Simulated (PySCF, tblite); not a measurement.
**ClH₆NPSi₂ radical, a small gas-phase stand-in for a defect centre (Si site with back bonds Cl, N, [PH][SiH3]): EPR parameters**

Wanted: the EPR parameters for `N[Si](Cl)P[SiH3]`. It is drawn as: dangling bond.

Computed with tblite 0.8.0 and PySCF 2.14.0; each step states its level. No surroundings beyond the atoms listed, unless a continuum is named. Atoms count from 0, parts from 1.

## 1. Starting point

11 atoms, charge 0, multiplicity 2; geometry: distance geometry start.

## 2. Geometry optimisation with GFN2-xTB

The job: settings as JSON, then the geometry in Å.

```
{"job": {"kind": "relax", "xc": "GFN2-xTB", "basis": "xTB"}, "charge": 0, "multiplicity": 2}
Si    -1.071710    -0.189623     0.695288
Cl    -1.515711    -2.178220     0.402794
N     -2.426761     0.666383     0.130082
P      0.412609     0.364370    -0.831269
Si     2.163284    -0.215346     0.417390
H     -3.268518     0.101415     0.296324
H     -2.355112     0.680072    -0.892008
H      0.479978     1.764085    -0.541794
H      3.401312     0.280887    -0.196481
H      1.984399     0.403587     1.792362
H      2.190976    -1.692868     0.571315
```

With the program's defaults for keys left out, this is: GFN2-xTB geometry optimisation, gas phase.

Command:

```
$ OMP_NUM_THREADS=1 python cluster_run.py task.json out
```

The driver reads the jobs from task.json and runs them one after another.

The log of the run:

```text
step      E/eV     max force
  0    -449.31243    1.897
  1    -449.40672    0.813
  2    -449.46269    0.707
  3    -449.49530    0.522
  4    -449.52501    0.464
  5    -449.55644    0.514
  6    -449.58696    0.563
  7    -449.62726    0.575
  8    -449.65679    0.431
  9    -449.67265    0.342
 10    -449.68180    0.241
 11    -449.68945    0.231
 12    -449.69775    0.252
 13    -449.70305    0.304
 14    -449.70566    0.219
 15    -449.70828    0.113
 16    -449.70999    0.102
 17    -449.71158    0.101
 18    -449.71421    0.161
 19    -449.71743    0.210
 20    -449.72068    0.277
 21    -449.72476    0.283
 22    -449.72931    0.202
 23    -449.73353    0.243
 24    -449.73695    0.326
 25    -449.73881    0.283
 26    -449.74241    0.096
 27    -449.74383    0.092
 28    -449.74532    0.094
 29    -449.74659    0.100
 30    -449.74835    0.118
 31    -449.75038    0.146
 32    -449.75254    0.135
 33    -449.75427    0.115
 34    -449.75581    0.115
 35    -449.75759    0.125
 36    -449.76006    0.164
 37    -449.76363    0.210
 38    -449.76742    0.201
 39    -449.77021    0.142
 40    -449.77118    0.341
 41    -449.77251    0.101
 42    -449.77274    0.182
 43    -449.77367    0.063
 44    -449.77447    0.095
 45    -449.77538    0.125
 46    -449.77697    0.090
 47    -449.77792    0.076
 48    -449.77835    0.076
 49    -449.77865    0.066
 50    -449.77905    0.070
 51    -449.77947    0.063
 52    -449.77982    0.069
 53    -449.78005    0.076
 54    -449.78022    0.074
 55    -449.78043    0.050
 56    -449.78072    0.041
 57    -449.78097    0.038
 58    -449.78110    0.036
 59    -449.78119    0.065
 60    -449.78133    0.039
 61    -449.78159    0.066
 62    -449.78201    0.065
 63    -449.78224    0.037
 64    -449.78232    0.020
 65    -449.78235    0.018
 66    -449.78239    0.021
 67    -449.78245    0.028
 68    -449.78252    0.028
 69    -449.78257    0.021
 70    -449.78260    0.010
 71    -449.78261    0.014
 72    -449.78264    0.018
 73    -449.78270    0.023
 74    -449.78278    0.031
 75    -449.78286    0.024
 76    -449.78291    0.013
 77    -449.78293    0.016
 78    -449.78296    0.023
 79    -449.78302    0.031
 80    -449.78312    0.038
 81    -449.78327    0.045
 82    -449.78340    0.038
 83    -449.78348    0.015
 84    -449.78350    0.014
 85    -449.78351    0.013
 86    -449.78354    0.015
 87    -449.78357    0.015
 88    -449.78361    0.017
 89    -449.78364    0.012
 90    -449.78366    0.009
 91    -449.78367    0.011
 92    -449.78370    0.012
 93    -449.78373    0.015
 94    -449.78376    0.012
 95    -449.78377    0.009
 96    -449.78378    0.009
 97    -449.78379    0.009
 98    -449.78380    0.013
 99    -449.78382    0.016
100    -449.78384    0.018
101    -449.78386    0.015
102    -449.78387    0.011
103    -449.78389    0.012
104    -449.78391    0.018
105    -449.78394    0.024
106    -449.78400    0.036
107    -449.78408    0.040
108    -449.78417    0.031
109    -449.78425    0.025
110    -449.78433    0.025
111    -449.78442    0.036
112    -449.78454    0.044
113    -449.78467    0.033
114    -449.78475    0.023
115    -449.78479    0.016
116    -449.78481    0.013
117    -449.78483    0.012
118    -449.78485    0.011
119    -449.78486    0.013
120    -449.78487    0.010
121    -449.78487    0.007
```

It took 2.7 s on 1 thread of Intel Xeon 6975P-C, shared host.

The steps of the relaxation:

```
step  energy from step 0 (eV)  largest force (eV/Å)
   0                   0.0000                1.8969
   5                  -0.2440                0.5143
  10                  -0.3694                0.2403
  15                  -0.3958                0.1129
  20                  -0.4083                0.2765
  25                  -0.4264                0.2823
  30                  -0.4359                0.1186
  35                  -0.4452                0.1254
  40                  -0.4588                0.3413
  45                  -0.4629                0.1256
  50                  -0.4666                0.0706
  55                  -0.4680                0.0503
  60                  -0.4689                0.0396
  65                  -0.4699                0.0176
  70                  -0.4702                0.0105
  75                  -0.4704                0.0239
  80                  -0.4707                0.0378
  85                  -0.4711                0.0128
  90                  -0.4712                0.0093
  95                  -0.4713                0.0093
 100                  -0.4714                0.0172
 105                  -0.4715                0.0241
 110                  -0.4719                0.0255
 115                  -0.4724                0.0163
 120                  -0.4724                0.0103
 121                  -0.4724                0.0075
```

Close pairs (by a distance rule), those that changed most:

```
   bond  before (Å)  after (Å)  change (Å)
 Si0–P3       2.200      2.257      +0.057
 Si4–H9       1.518      1.464      -0.054
  P3–H7       1.431      1.383      -0.048
 Si0–N2       1.700      1.726      +0.026
Si4–H10       1.486      1.460      -0.026
  N2–H5       1.027      1.007      -0.020
  N2–H6       1.025      1.007      -0.018
Si0–Cl1       2.058      2.050      -0.009
```

## 3. Optimising the geometry at PBE0-D3(BJ)/def2-SVP

The job: settings as JSON, then the geometry in Å.

```
{"job": {"xc": "PBE0", "basis": "def2-SVP", "d3": "d3bj", "grid": 2, "kind": "geom", "shake": 0.01}, "charge": 0, "multiplicity": 2}
Si    -1.163311    -0.018056     0.475964
Cl    -1.304984    -2.015448     0.808313
N     -2.642551     0.317327    -0.437803
P      0.560045     0.419723    -0.945530
Si     2.269805    -0.283197     0.255617
H     -3.493776    -0.138564    -0.212763
H     -2.768499     1.217347    -0.852925
H      0.648319     1.756646    -0.597816
H      3.460093     0.277999    -0.366145
H      2.200339     0.175935     1.666490
H      2.267208    -1.738211     0.216898
```

The log of the run:

```text
step   0  E = -1437.88725961  max force = 0.038913
step   1  E = -1437.89347330  max force = 0.008948
step   2  E = -1437.89399439  max force = 0.004351
step   3  E = -1437.89423731  max force = 0.001339
step   4  E = -1437.89435539  max force = 0.003099
step   5  E = -1437.89452287  max force = 0.006139
step   6  E = -1437.89466120  max force = 0.002835
step   7  E = -1437.89473389  max force = 0.000912
step   8  E = -1437.89476575  max force = 0.000721
step   9  E = -1437.89478086  max force = 0.000970
step  10  E = -1437.89481508  max force = 0.001363
step  11  E = -1437.89488811  max force = 0.002108
step  12  E = -1437.89500336  max force = 0.002448
step  13  E = -1437.89499827  max force = 0.001739
step  14  E = -1437.89531002  max force = 0.002292
step  15  E = -1437.89536476  max force = 0.000535
step  16  E = -1437.89542527  max force = 0.000545
step  17  E = -1437.89552206  max force = 0.001664
step  18  E = -1437.89566469  max force = 0.002797
step  19  E = -1437.89575890  max force = 0.003433
step  20  E = -1437.89596318  max force = 0.002006
step  21  E = -1437.89605440  max force = 0.000456
step  22  E = -1437.89605909  max force = 0.000219
optimisation converged
```

Wall time 2.9 min (1 thread of Intel Xeon 6975P-C, shared host); peak memory 0.6 GiB.

Along the way:

```
step  energy from step 0 (eV)  largest force component (eV/Å)
   0                   0.0000                          2.0010
   1                  -0.1691                          0.4601
   2                  -0.1833                          0.2237
   3                  -0.1899                          0.0689
   4                  -0.1931                          0.1594
   5                  -0.1976                          0.3157
   6                  -0.2014                          0.1458
   7                  -0.2034                          0.0469
   8                  -0.2043                          0.0371
   9                  -0.2047                          0.0499
  10                  -0.2056                          0.0701
  11                  -0.2076                          0.1084
  12                  -0.2107                          0.1259
  13                  -0.2106                          0.0894
  14                  -0.2191                          0.1179
  15                  -0.2206                          0.0275
  16                  -0.2222                          0.0280
  17                  -0.2248                          0.0856
  18                  -0.2287                          0.1438
  19                  -0.2313                          0.1765
  20                  -0.2368                          0.1032
  21                  -0.2393                          0.0234
  22                  -0.2394                          0.0113
```

Close pairs (by a distance rule), those that changed most:

```
   bond  before (Å)  after (Å)  change (Å)
Si0–Cl1       2.030      2.100      +0.070
 P3–Si4       2.205      2.267      +0.063
 Si0–N2       1.771      1.726      -0.045
  P3–H7       1.384      1.427      +0.043
 Si4–H8       1.455      1.495      +0.040
Si4–H10       1.456      1.492      +0.036
  N2–H5       0.991      1.015      +0.023
  N2–H6       0.999      1.015      +0.016
```

The final coordinates are the input of the step that follows.

```
                         at the end point                value
  point group (found at 0.08 Å tolerance)                   C1
rotational constants (GHz, main isotopes)  2.314, 1.361, 1.021
                        dipole moment (D)                 1.81
                                     ⟨S²⟩                0.753
```

## 4. EPR parameters: B3LYP/IGLO-III+pcH-1

The job: settings as JSON, then the geometry in Å.

```
{"job": {"kind": "epr"}, "charge": 0, "multiplicity": 2}
Si    -1.714562     0.439714     0.405704
Cl    -1.410531    -1.012576     1.891907
N     -2.612708    -0.397345    -0.807575
P      0.148530     1.161019    -0.671596
Si     1.497395    -0.600764    -0.206139
H     -3.342688    -1.055398    -0.554743
H     -2.789018     0.045554    -1.703559
H      0.613943     2.000107     0.384833
H      2.804727    -0.363538    -0.891495
H      1.742118    -0.791539     1.252216
H      0.849421    -1.810996    -0.789353
```

Level: UKS B3LYP, IGLO-III on Cl N P Si, pcH-1 on H, non-relativistic, mean-field spin-orbit, GIAO.

The log of the run:

```text
UKS, coarse grid
  cycle   1  E = -1439.03021030  |g| = 3.87e-01
  cycle   2  E = -1438.94503303  |g| = 5.65e-01
  cycle   3  E = -1439.08469461  |g| = 9.55e-02
  cycle   4  E = -1439.08852119  |g| = 3.90e-02
  cycle   5  E = -1439.08916053  |g| = 7.45e-03
  cycle   6  E = -1439.08918413  |g| = 4.31e-03
  cycle   7  E = -1439.08919673  |g| = 6.48e-04
  cycle   8  E = -1439.08919718  |g| = 3.09e-04
UKS, final grid
  cycle   1  E = -1439.08921555  |g| = 3.47e-04
  cycle   2  E = -1439.08921550  |g| = 4.79e-04
  cycle   3  E = -1439.08921562  |g| = 6.62e-05
  cycle   4  E = -1439.08921562  |g| = 1.69e-05
E = -1439.08921562 Eh   <S^2> = 0.7530 (exact 0.7500)
g shifts (ppm)      1          2          3
  rmc          -190       -190       -190
  gc             74         32         78
  oz_so        -624         25       5301
  total        -740       -133       5189
hyperfine (MHz)  atom isotope    a_iso     a_fc   dipolar eigenvalues
    0  29Si    -744.87    -745.74   -113.92     55.27     58.66
    1  35Cl      28.72      28.43    -16.80    -15.94     32.75
    2   14N       7.92       7.90     -7.84     -7.51     15.35
    3   31P     110.63     111.25    -56.00    -54.28    110.27
    4  29Si      -4.21      -4.24     -4.07      1.73      2.34
    5    1H     -11.22     -11.26     -9.82     -2.79     12.61
    6    1H     -10.49     -10.52     -9.44     -2.51     11.95
    7    1H       1.05       1.03     -4.58     -0.98      5.55
    8    1H      21.57      21.57     -1.27     -0.10      1.37
    9    1H      -0.65      -0.66     -1.33     -0.31      1.64
   10    1H      -1.61      -1.61     -1.29     -0.42      1.72
```

Wall time 45 s (1 thread of Intel Xeon 6975P-C, shared host); peak memory 0.92 GiB.

Principal g values 2.00158, 2.00219, 2.00751; g(iso) = 2.00376, against 2.00232 for a free electron.

Hyperfine couplings, nucleus by nucleus at this fixed geometry (no averaging over rotations):

```
nuclei  isotope  a(iso) (MHz)  a(iso) (G, at g = 2.0023)  largest dipolar term (MHz)
   Si0     29Si        -744.9                     -265.8                      -113.9
    P3      31P         110.6                       39.5                       110.3
   Cl1     35Cl          28.7                       10.2                        32.7
    H8       1H          21.6                        7.7                         1.4
    H5       1H         -11.2                       -4.0                        12.6
    H6       1H         -10.5                       -3.7                        11.9
    N2      14N           7.9                        2.8                        15.3
   Si4     29Si          -4.2                       -1.5                        -4.1
   H10       1H          -1.6                       -0.6                         1.7
    H7       1H           1.1                        0.4                         5.6
    H9       1H          -0.7                       -0.2                         1.6
```

Mulliken spin populations:

```
atom  value (e)
 Si0       0.66
 Cl1       0.07
  N2       0.12
  P3       0.13
 Si4       0.02
  H5      -0.01
  H6       0.00
  H7       0.00
  H8       0.01
  H9       0.00
 H10       0.00
```

In first order the couplings over 0.8 MHz of 31P, 35Cl, 1H, 14N give 768 distinct lines over 92.3 G.

Orbitals, density, ELF and potential are computed afterwards from the orbital file.

ELF in a plane through or near 4 of the atoms.

Ten even steps from ' ' (0.00) to '@' (0.99):
```
                                                        
                                                        
                                                        
                                                        
                    ..                                  
                ..--==--                                
              ..==##@@##..            ::++--            
          ....::++%%@@%%::      ..::==%%@@%%==          
      ::--==--  ....%%##..    ..**####@@@@@@**..        
    --##%%%%##..%%++::--      --%%%%##@@@@%%==          
    **@@@@@@@@..--..****--....::##**==++**::            
    **@@@@@@@@**==##@@##++==--..==**##%%**::            
    --%%@@%%**--++%%%%::--##**..  --####++::            
      ----::  ..--##==....%%%%--    --++--..            
                --##%%**##@@@@++..                      
                ::**%%@@@@@@%%++..                      
                ..++%%@@@@%%##==                        
                  ::++**##**==..                        
                      ....                              
                                                        
```
The map spans 11.4 Å across and 9.0 Å up, centred on the molecule. Atoms in the plane (x, y in Å): N2 (2.3, 0.0), P3 (-0.5, -1.5), Si4 (-1.9, 0.3), H5 (3.0, 0.7).

On the surface of density 0.002 e/bohr³ the electrostatic potential runs, from the 1st to the 99th percentile, from -0.61 V near N2 to 1.77 V near H6.

The spin density lies nearest to Si0 56 %; N2 12 %; P3 12 %; Cl1 9 %.

## 5. EPR parameters: BHandHLYP/IGLO-III+pcH-1

The job, as its differences from that of step 4:

```diff
@@ -1,2 +1,2 @@
-{"job": {"kind": "epr"}, "charge": 0, "multiplicity": 2}
+{"job": {"kind": "epr", "xc": "BHandHLYP"}, "charge": 0, "multiplicity": 2}
 Si    -1.714562     0.439714     0.405704
```

With the program's defaults for keys left out, this is: UKS BHandHLYP, IGLO-III on Cl N P Si, pcH-1 on H, non-relativistic, mean-field spin-orbit, GIAO.

The log of the run:

```text
UKS, coarse grid
  cycle   1  E = -1438.91573194  |g| = 3.14e-01
  cycle   2  E = -1438.93161166  |g| = 2.83e-01
  cycle   3  E = -1438.96537150  |g| = 5.04e-02
  cycle   4  E = -1438.96668963  |g| = 1.86e-02
  cycle   5  E = -1438.96690631  |g| = 6.52e-03
  cycle   6  E = -1438.96695094  |g| = 2.04e-03
  cycle   7  E = -1438.96695706  |g| = 9.28e-04
UKS, final grid
  cycle   1  E = -1438.96696882  |g| = 7.82e-04
  cycle   2  E = -1438.96696911  |g| = 7.73e-04
  cycle   3  E = -1438.96696944  |g| = 1.50e-04
  cycle   4  E = -1438.96696952  |g| = 1.13e-04
  cycle   5  E = -1438.96696954  |g| = 2.45e-05
  cycle   6  E = -1438.96696954  |g| = 1.03e-05
E = -1438.96696954 Eh   <S^2> = 0.7557 (exact 0.7500)
g shifts (ppm)      1          2          3
  rmc          -192       -192       -192
  gc             78         27         78
  oz_so        -768        -30       4527
  total        -882       -195       4412
hyperfine (MHz)  atom isotope    a_iso     a_fc   dipolar eigenvalues
    0  29Si    -780.05    -780.93   -124.52     59.39     65.13
    1  35Cl      30.82      30.59    -16.95    -15.73     32.68
    2   14N      10.69      10.67     -7.58     -7.23     14.80
    3   31P     117.55     118.21    -55.75    -54.59    110.33
    4  29Si      -4.38      -4.40     -3.89      1.46      2.43
    5    1H     -13.44     -13.47     -9.74     -3.03     12.77
    6    1H     -12.42     -12.45     -9.37     -2.73     12.10
    7    1H       0.57       0.55     -4.56     -1.06      5.62
    8    1H      20.78      20.78     -1.18     -0.12      1.30
    9    1H      -0.78      -0.79     -1.32     -0.35      1.66
   10    1H      -1.88      -1.88     -1.28     -0.46      1.74
```

Run time: 43 s. Hardware: 1 thread of Intel Xeon 6975P-C, shared host; peak memory 1 GiB.

In short: g(iso) 2.00343.

## 6. Comparing the runs: EPR parameters

g, ⟨S²⟩ and isotropic hyperfine couplings (MHz), with basis size and wall time:

```
                     run   g(iso)   ⟨S²⟩  29Si Si0  31P P3  35Cl Cl1  1H H8  1H H5  functions  time
    B3LYP/IGLO-III+pcH-1  2.00376  0.753    -744.9   110.6      28.7   21.6  -11.2        271  45 s
BHandHLYP/IGLO-III+pcH-1  2.00343  0.756    -780.0   117.6      30.8   20.8  -13.4        271  43 s
```

## 7. Results

```
                                                                  quantity                    value
                                                               point group                       C1
                                      rotational constants (main isotopes)     2.31, 1.36, 1.02 GHz
                                                            g(iso) (B3LYP)                  2.00376
                                                                      ⟨S²⟩       0.753 (exact 0.75)
                                                            largest a(iso)  29Si on Si0, -744.9 MHz
potential on the surface of density 0.002 e/bohr³, 1st and 99th percentile       -0.61 V and 1.77 V
```

The start of the PBE0/def2-SVP relaxation was shaken at random by about 0.01 Å, so part of the energy gained, and of the first lengths quoted, undoes that. Relaxing lowered the energy by 0.239 eV in 22 steps; the close pair that moved most is Si0–Cl1, from 2.030 to 2.100 Å (PBE0/def2-SVP). Si0 carries the largest spin population, 0.66 e. The isotropic g lies 1.4 ppt above the free-electron value. The coupling of 29Si on Si0 runs from -780.0 (BHandHLYP/IGLO-III+pcH-1) to -744.9 MHz (B3LYP/IGLO-III+pcH-1). A capped cluster stands for the solid here, so long-range fields and strain are missing, and bands or shifts of the capping hydrogens have no counterpart in it.
